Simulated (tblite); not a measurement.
# C6H12AlFS: the cost of one run

The runs use tblite 0.8.0 and PySCF 2.14.0, with density-fitted response routines of our own; the level of theory stands in each step. All values are computed, except where a source is named. Atoms are numbered from 0 throughout.

### 1 The molecule as given

21 atoms, charge 0, multiplicity 1; geometry from: force field or distance geometry start.

Bonds of the start (Å): C0–C1 1.32, C1–C2 1.50, C2–C3 1.52, C3–C4 1.34, C4–S5 1.75, S5–C6 1.78, S5–Al7 2.24, Al7–F8 1.80, C0–H9 1.09, C0–H10 1.09, C1–H11 1.10, C2–H12 1.10, C2–H13 1.12, C3–H14 1.08, C4–H15 1.08, C6–H16 1.11, C6–H17 1.11, C6–H18 1.10, Al7–H19 1.60, Al7–H20 1.59.

### 2 Relaxing the molecule with GFN2-xTB

What the job is given:

```
{"job": {"kind": "relax", "xc": "GFN2-xTB", "basis": "xTB"}, "charge": 0, "multiplicity": 1}
C     -2.683500     0.768400     1.255400
C     -1.843800    -0.249900     1.173100
C     -1.762100    -1.145300    -0.026400
C     -1.261500    -0.382100    -1.240700
C      0.009600     0.014900    -1.365300
S      1.246600    -0.294000    -0.166600
C      2.607500    -1.194500    -0.876100
Al     1.896500     1.610800     0.814000
F      0.470300     2.384400     1.586400
H     -2.723400     1.391100     2.150000
H     -3.366700     0.996500     0.432100
H     -1.187000    -0.462900     2.025700
H     -1.117800    -2.011200     0.186000
H     -2.782800    -1.537600    -0.250000
H     -1.967500    -0.158000    -2.027000
H      0.291500     0.563400    -2.254700
H      2.232600    -2.145200    -1.299800
H      3.354000    -1.425100    -0.084200
H      3.079500    -0.587500    -1.665500
H      3.001100     1.289900     1.923200
H      2.497800     2.590900    -0.290000
```

Launch:

```
$ OMP_NUM_THREADS=1 python probes_run.py task.json out
```

The driver reads the jobs from task.json and runs them one after another.

Q: Estimate the wall time and peak memory of this first job on 1 thread of Arm Neoverse N1, shared host.

About 4.5 s, with a peak of 0.18 GiB.
